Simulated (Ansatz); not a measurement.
# C6F5I: the cost of one run

Computed with the Python package of Ansatz 0.2.0. Level of theory: B3LYP+D3(BJ)/def2-SVP.

**1. Starting point**

Bond lengths: F1–C2 1.340 Å, C2–C3 1.388 Å, C3–F4 1.340 Å, C3–C5 1.392 Å, C5–F6 1.341 Å, C5–C7 1.395 Å, C7–I8 2.081 Å, C7–C9 1.395 Å, C9–F10 1.341 Å, C2–C11 1.388 Å, C9–C11 1.392 Å, C11–F12 1.340 Å. Angles (14 of 18 angles, heavy atoms first): F1–C2–C3 120.1°, F1–C2–C11 120.1°, C3–C2–C11 119.9°, C2–C3–F4 120.0°, C2–C3–C5 120.2°, F4–C3–C5 119.9°, C3–C5–F6 118.9°, C3–C5–C7 120.3°, F6–C5–C7 120.8°, C5–C7–I8 120.4°, C5–C7–C9 119.2°, I8–C7–C9 120.4°, C7–C9–F10 120.8°, C7–C9–C11 120.3°.

No structure file is read: the coordinates are typed or built in the script.

**2. The code**

Contents of freq_c6f5i.py:

```python
# -*- coding: utf-8 -*-
"""Vibrations and zero-point energy of C6F5I."""

import itertools

import ansatz as az
from ase import Atoms
from ase.data import atomic_numbers, covalent_radii
from ase.thermochemistry import IdealGasThermo
import numpy as np

geometry_ang = [
    ("F", [-2.7786, -0.2547, 0.0626]),
    ("C", [-1.4445, -0.1324, 0.0326]),
    ("C", [-0.8621, 1.1271, 0.0112]),
    ("F", [-1.6349, 2.2219, 0.0206]),
    ("C", [0.5235, 1.2563, -0.0201]),
    ("F", [1.0599, 2.4856, -0.0402]),
    ("C", [1.3366, 0.1225, -0.0301]),
    ("I", [3.4079, 0.3123, -0.0768]),
    ("C", [0.7434, -1.1402, -0.0085]),
    ("F", [1.4946, -2.2515, -0.0174]),
    ("C", [-0.6426, -1.265, 0.0228]),
    ("F", [-1.2033, -2.482, 0.0434]),
]
geometry = az.Crystal.molecule()
for symbol, xyz in geometry_ang:
    geometry = geometry.atom(symbol, xyz)

calculation = (
    geometry.calculation()
    .basis(gaussian="def2-SVP")  # atom-centred Gaussian functions
    .functional("b3lyp", dispersion="d3bj")
)
symbols = [site.symbol for site in geometry.cartesian_sites]
start = np.array([site.position_ang for site in geometry.cartesian_sites], dtype=float)
report = calculation.relax(force_tolerance=0.003).run().report
end = np.array(report["positions_ang"])

# pairs closer than 1.2 times the sum of covalent radii, before or after
radius = [covalent_radii[atomic_numbers[s]] for s in symbols]
span = lambda where, i, j: np.linalg.norm(where[i] - where[j])
bonded = [(i, j) for i, j in itertools.combinations(range(len(symbols)), 2) if min(span(start, i, j), span(end, i, j)) < 1.2 * (radius[i] + radius[j])]
print("pair        before    after (A)")
for i, j in bonded:
    print(f"{symbols[i]}{i}-{symbols[j]}{j}".ljust(10), f"{span(start, i, j):8.4f} {span(end, i, j):8.4f}")

# frequencies need a stationary point, so they are taken at the relaxed geometry
minimum = az.Crystal.molecule()
for symbol, place in zip(symbols, end):
    minimum = minimum.atom(symbol, place.tolist())
vibrating = (
    minimum.calculation()
    .basis(gaussian="def2-SVP")  # the orbital basis, by name
    .functional("b3lyp", dispersion="d3bj")
    .phonons(temperatures=(200, 600, 100))
)
vib = vibrating.run().report["vibrations"]
sums = vib["harmonic_sums"]
modes = [m["omega_inv_cm"] for m in sums["modes_at_gamma"] if m["rigid_motion"] == "no"]
for number, w in enumerate(modes, start=1):
    print(f"mode {number:2d} {w:9.1f} 1/cm {w / 8065.544 * 1000:8.2f} meV")
print("imaginary modes:", sum(w < 0 for w in modes), " zero-point energy:", round(sums["zero_point_energy_ev"], 4), "eV")
# rigid rotor and ideal gas, symmetry number taken as one
gas = IdealGasThermo(vib_energies=[w / 8065.544 for w in modes if w > 0], geometry="linear" if len(modes) == 3 * len(symbols) - 5 else "nonlinear",
                     atoms=Atoms(symbols, positions=end), symmetrynumber=1, spin=0.0)
print(f"H(298 K) - E = {gas.get_enthalpy(298.15, verbose=False):.4f} eV")
print(f"S(298 K, 1 bar) = {96485.33 * gas.get_entropy(298.15, 1e5, verbose=False):.1f} J/(mol K) with symmetry number 1")
```

**3. What the engine is handed**

The package turns the script's settings into the engine's input (first run):

```yaml
crystal:
  periodic: [false, false, false]
  atoms:
    - { symbol: F, position_ang: [-2.7786, -0.2547, 0.0626] }
    - { symbol: C, position_ang: [-1.4445, -0.1324, 0.0326] }
    - { symbol: C, position_ang: [-0.8621, 1.1271, 0.0112] }
    - { symbol: F, position_ang: [-1.6349, 2.2219, 0.0206] }
    - { symbol: C, position_ang: [0.5235, 1.2563, -0.0201] }
    - { symbol: F, position_ang: [1.0599, 2.4856, -0.0402] }
    - { symbol: C, position_ang: [1.3366, 0.1225, -0.0301] }
    - { symbol: I, position_ang: [3.4079, 0.3123, -0.0768] }
    - { symbol: C, position_ang: [0.7434, -1.1402, -0.0085] }
    - { symbol: F, position_ang: [1.4946, -2.2515, -0.0174] }
    - { symbol: C, position_ang: [-0.6426, -1.265, 0.0228] }
    - { symbol: F, position_ang: [-1.2033, -2.482, 0.0434] }
basis:
  gaussian:
    orbitals: def2-SVP
hamiltonian:
  xc: b3lyp
  dispersion: d3bj
relax:
  f_tol: 0.003
```

**4. The run**

Started as:

```console
$ python freq_c6f5i.py
```

Q: Estimate wall time and peak memory on 1 thread of AMD EPYC 7R43 (Zen 3), shared host.

About 20 min, with a peak of 0.82 GiB.
